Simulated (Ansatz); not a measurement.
# CH4BClSi: rotation by 120° about the C1–B2 bond, part 2 of 2

How high is the barrier for the rotation by 120° about the C1–B2 bond? Relax the two ends, then run a nudged elastic band between them. SMILES of the start: CB=[SiH]Cl.

Ansatz 0.2.0; RKS PBE/def2-mTZVP. Earlier steps stand in the parts before.

### 7 Vibrations at the top

The geometry is the highest inner image of the first converged band.

Input file input.yaml:

```yaml
crystal:
  periodic: [false, false, false]
  atoms:
    - { symbol: C, position_ang: [-0.068222, 1.464748, -0.289978] }
    - { symbol: B, position_ang: [0.152974, -0.016006, -0.01039] }
    - { symbol: Si, position_ang: [-0.020324, -1.706812, 0.853425] }
    - { symbol: Cl, position_ang: [-1.098417, -3.01374, -0.421953] }
    - { symbol: H, position_ang: [-0.469467, 1.577931, -1.315046] }
    - { symbol: H, position_ang: [-0.74351, 1.988282, 0.404118] }
    - { symbol: H, position_ang: [0.900962, 1.995731, -0.302813] }
    - { symbol: H, position_ang: [1.346015, -2.290135, 1.082647] }
basis:
  gaussian: { orbitals: def2-mTZVP }
hamiltonian:
  xc: pbe
phonons: {}
```

On the command line:

```console
> ansatz run input.yaml --threads 2 --pin off --max-ram 3072MiB --backend cpu --events-out ev --progress --plain --runs-dir out
```

The program printed, shortened:

```text
Warning: RAYON_NUM_THREADS=2 ignored (pool sized by the plan → 2); use --threads N
[...]
Functional definition: PBE
[...]
977 factors; their error is unknown
[...]
mean field -22166.32137707 eV, -814.5972857350 hartree, gradient 5.0e-5 eV, S^2 0.000000; 1 other end points of the search recorded, 0 dependent functions left out
[...]
reference -22166.32142025 eV, -814.5972873219 hartree; 23, 23 occupied and 71, 71 virtual orbitals, 977 factors
[...]
977 factors; their error is unknown
mean field -22166.32121537 eV, -814.5972797926 hartree, gradient 8.8e-7 eV, S^2 0.000000; 0 other end points of the search recorded, 0 dependent functions left out
[...]
reference -22166.32125855 eV, -814.5972813796 hartree; 23, 23 occupied and 71, 71 virtual orbitals, 977 factors
[...]
977 factors; their error is unknown
[...]
mean field -22166.32126406 eV, -814.5972815820 hartree, gradient 8.8e-7 eV, S^2 0.000000; 0 other end points of the search recorded, 0 dependent functions left out
[...]
WARN: phonons: modes at or below zero, which the zero-point energy, F, S and C_V leave out: 1, the lowest at -104.69 cm⁻¹. A minimum has none, and a first-order saddle one
[...]
Total energy: -22166.32142025 eV, -814.5972873219 hartree
Atom 0 at    -0.068222     1.464748    -0.289978 Å, force    -0.009633    -0.023656    -0.010164 eV/Å
Atom 1 at     0.152974    -0.016006    -0.010390 Å, force     0.004255     0.000902     0.004515 eV/Å
Atom 2 at    -0.020324    -1.706812     0.853425 Å, force    -0.002221    -0.000991    -0.000139 eV/Å
Atom 3 at    -1.098417    -3.013740    -0.421953 Å, force     0.002275     0.005973     0.000251 eV/Å
Atom 4 at    -0.469467     1.577931    -1.315046 Å, force     0.001658     0.008167     0.003963 eV/Å
Atom 5 at    -0.743510     1.988282     0.404118 Å, force    -0.003658     0.004063     0.004243 eV/Å
Atom 6 at     0.900962     1.995731    -0.302813 Å, force     0.007692     0.003428    -0.002260 eV/Å
Atom 7 at     1.346015    -2.290135     1.082647 Å, force    -0.000367     0.002115    -0.000410 eV/Å
Dipole moment:     0.170241     0.790752    -0.010669 e Å
Vibrations: -104.69 66.57 208.83 276.09 380.32 485.95 541.84 686.15 772.82 833.22 1171.39 1316.08 1392.43 1395.84 2117.50 2938.10 2989.61 3020.19 cm⁻¹, zero-point energy 1.276600 eV
```

Wall time 36 s (2 threads of AMD EPYC 7B13 (Zen 3), shared host); peak memory 0.14 GiB.

Of 18 modes, 1 is imaginary by more than 30 cm⁻¹ (105i cm⁻¹).

### 8 Another band, settings changed

crystal.atoms is end A as relaxed above, and neb.final_atoms is end B, turned to lie on A. With 3 inner images the band has 5 in all. The start path is listed, through a guess of the saddle.

Input file input.yaml:

```yaml
crystal:
  periodic: [false, false, false]
  atoms:
    - { symbol: C, position_ang: [-0.011293, 1.4618, -0.310188] }
    - { symbol: B, position_ang: [0.226506, -0.006649, 0.011088] }
    - { symbol: Si, position_ang: [-0.204787, -1.706765, 0.759553] }
    - { symbol: Cl, position_ang: [-0.659749, -3.048308, -0.817017] }
    - { symbol: H, position_ang: [-0.953885, 1.561007, -0.882453] }
    - { symbol: H, position_ang: [-0.168139, 2.045744, 0.61572] }
    - { symbol: H, position_ang: [0.793279, 1.939114, -0.89031] }
    - { symbol: H, position_ang: [0.97808, -2.245944, 1.513617] }
basis:
  gaussian: { orbitals: def2-mTZVP }
hamiltonian:
  xc: pbe
neb:
  order_check: false
  images: 3
  f_tol: 0.03
  max_iterations: 60
  climbing: false
  final_atoms:
    - { symbol: C, position_ang: [-0.05078807, 1.45336742, -0.34500209] }
    - { symbol: B, position_ang: [0.17558573, -0.03756499, -0.13811782] }
    - { symbol: Si, position_ang: [0.14456365, -1.67178446, 0.84404903] }
    - { symbol: Cl, position_ang: [-1.35200801, -2.93140917, 0.027531] }
    - { symbol: H, position_ang: [0.23184458, 1.82547326, -1.3416328] }
    - { symbol: H, position_ang: [-1.12001562, 1.68782437, -0.17897118] }
    - { symbol: H, position_ang: [0.49873499, 2.03943504, 0.41515626] }
    - { symbol: H, position_ang: [1.47209475, -2.36534247, 0.71699759] }
  initial_path:
    images:
      - { positions_ang: [[-0.011293, 1.4618, -0.310188], [0.226506, -0.006649, 0.011088], [-0.204787, -1.706765, 0.759553], [-0.659749, -3.048308, -0.817017], [-0.953885, 1.561007, -0.882453], [-0.168139, 2.045744, 0.61572], [0.793279, 1.939114, -0.89031], [0.97808, -2.245944, 1.513617]] }
      - { positions_ang: [[-0.03296593, 1.47962318, -0.30765363], [0.25680218, -0.01108259, -0.1167111], [0.01933805, -1.68646083, 0.64042131], [-0.95589616, -3.01076319, -0.41685393], [-0.63818138, 1.63630105, -1.1125635], [-0.54255553, 1.91639611, 0.45629466], [0.77903492, 2.05633243, -0.47272809], [1.11443585, -2.38034716, 1.32980429]] }
      - { positions_ang: [[-0.05463887, 1.49744635, -0.30511927], [0.28709836, -0.01551619, -0.24451019], [0.24346311, -1.66615667, 0.52128961], [-1.25204332, -2.97321837, -0.01669087], [-0.32247775, 1.7115951, -1.342674], [-0.91697205, 1.78704822, 0.29686932], [0.76479084, 2.17355087, -0.05514618], [1.25079169, -2.51475032, 1.14599158]] }
      - { positions_ang: [[-0.05271347, 1.47540689, -0.32506068], [0.23134205, -0.02654059, -0.19131401], [0.19401338, -1.66897056, 0.68266932], [-1.30202566, -2.95231377, 0.00542007], [-0.04531659, 1.76853418, -1.3421534], [-1.01849383, 1.7374363, 0.05894907], [0.63176292, 2.10649295, 0.18000504], [1.36144322, -2.4400464, 0.93149459]] }
      - { positions_ang: [[-0.05078807, 1.45336742, -0.34500209], [0.17558573, -0.03756499, -0.13811782], [0.14456365, -1.67178446, 0.84404903], [-1.35200801, -2.93140917, 0.027531], [0.23184458, 1.82547326, -1.3416328], [-1.12001562, 1.68782437, -0.17897118], [0.49873499, 2.03943504, 0.41515626], [1.47209475, -2.36534247, 0.71699759]] }
```

On the command line:

```console
> ansatz run input.yaml --threads 2 --pin off --max-ram 3072MiB --backend cpu --events-out ev --progress --plain --runs-dir out
```

The program printed, shortened:

```text
Warning: RAYON_NUM_THREADS=2 ignored (pool sized by the plan → 2); use --threads N
[...]
[... 1 set-up line as earlier in the session ...]
[...]
977 factors; their error is unknown
[...]
mean field -22166.33789048 eV, -814.5978925918 hartree, gradient 4.0e-5 eV, S^2 0.000000; 1 other end points of the search recorded, 0 dependent functions left out
[...]
reference -22166.33793370 eV, -814.5978941799 hartree; 23, 23 occupied and 71, 71 virtual orbitals, 977 factors
977 factors; their error is unknown
[...]
mean field -22166.33788308 eV, -814.5978923196 hartree, gradient 3.7e-5 eV, S^2 0.000000; 1 other end points of the search recorded, 0 dependent functions left out
[...]
reference -22166.33792598 eV, -814.5978938964 hartree; 23, 23 occupied and 71, 71 virtual orbitals, 977 factors
NEB end point (image 0): max|allowed force component| = 4.267e-3 eV/Å (the criterion of neb.relax_end_points is 1.000e-2)
[...]
NEB iter   7: max|band force component| = 2.836e-2 eV/Å  barrier→ = 0.0166 eV  barrier← = 0.0166 eV  Δτ_max = 0.0000 Å  (294 SCF iters)
Total energy: -22166.32131376 eV, -814.5972834085 hartree
Atom 0 at    -0.075386     1.462177    -0.290701 Å, force     0.013167     0.003232    -0.012584 eV/Å
Atom 1 at     0.141649    -0.017979    -0.010081 Å, force     0.009076     0.017076    -0.012318 eV/Å
Atom 2 at    -0.008197    -1.707298     0.853453 Å, force    -0.010076    -0.012900     0.028437 eV/Å
Atom 3 at    -1.112867    -3.007462    -0.403739 Å, force    -0.005685    -0.011242    -0.005955 eV/Å
Atom 4 at    -0.446498     1.586997    -1.325124 Å, force     0.000475     0.008327     0.002950 eV/Å
Atom 5 at    -0.760496     1.989372     0.390894 Å, force    -0.007846    -0.005867     0.004846 eV/Å
Atom 6 at     0.900185     1.983479    -0.273831 Å, force    -0.005134     0.006162    -0.001282 eV/Å
Atom 7 at     1.361623    -2.289288     1.059137 Å, force     0.006023    -0.004789    -0.004094 eV/Å
Dipole moment:     0.174987     0.787080    -0.013389 e Å
this run last wrote the band of iteration 7 to <dir>
```

Wall time 30 s (2 threads of AMD EPYC 7B13 (Zen 3), shared host); peak memory 0.19 GiB.

### 9 The band, image by image

Images 0 and 4 are the ends. Energies count from image 0; the path length is the program's own measure over all atoms.

| image | path (Å) | energy (eV) | dihedral H5–C1–B2–Si3 (°) | band force (eV/Å) |
| --- | --- | --- | --- | --- |
| 0 | 0.000 | 0.0000 | -58 | - |
| 1 | 0.729 | 0.0065 | -87 | 0.013 |
| 2 | 1.458 | 0.0166 | -125 | 0.028 |
| 3 | 2.187 | 0.0048 | -158 | 0.015 |
| 4 | 2.916 | 0.0000 | -179 | - |

image, energy (eV) and a bar:
```
        0      0.000 
        1      0.006 ############
        2      0.017 ##############################
        3      0.005 #########
        4      0.000
```

### 10 Results

The summary covers parts 1 to 2.

| quantity | value |
| --- | --- |
| end A | 15 moves, 0.264 eV lower |
| end B | 17 moves, 0.335 eV lower |
| first band: barrier forwards | 0.017 eV |
| first band: barrier backwards | 0.017 eV |
| first band: second end relative to first | 0.000 eV |
| first band: highest image | 4 of 0 to 8, climbing |
| first band: band iterations | 8 |
| imaginary modes at the top | 105i cm⁻¹ |
| second band | top 0.017 eV above image 0, 7 iterations, 3 inner images, none climbing |
| time, first and second band | 71 s and 30 s |

In words: In the first band: along this path the system climbs 0.017 eV from the first end (0.6 kT at 300 K). The two ends lie within 1 meV of each other. The listed dihedral goes from -58° at end A through -121° at the highest image to -179° at end B. One imaginary mode, as a first-order saddle point has. The second band's top agrees with the first's to 1 meV, so the changed settings hardly move the height. Zero-point energy and entropy are left out.
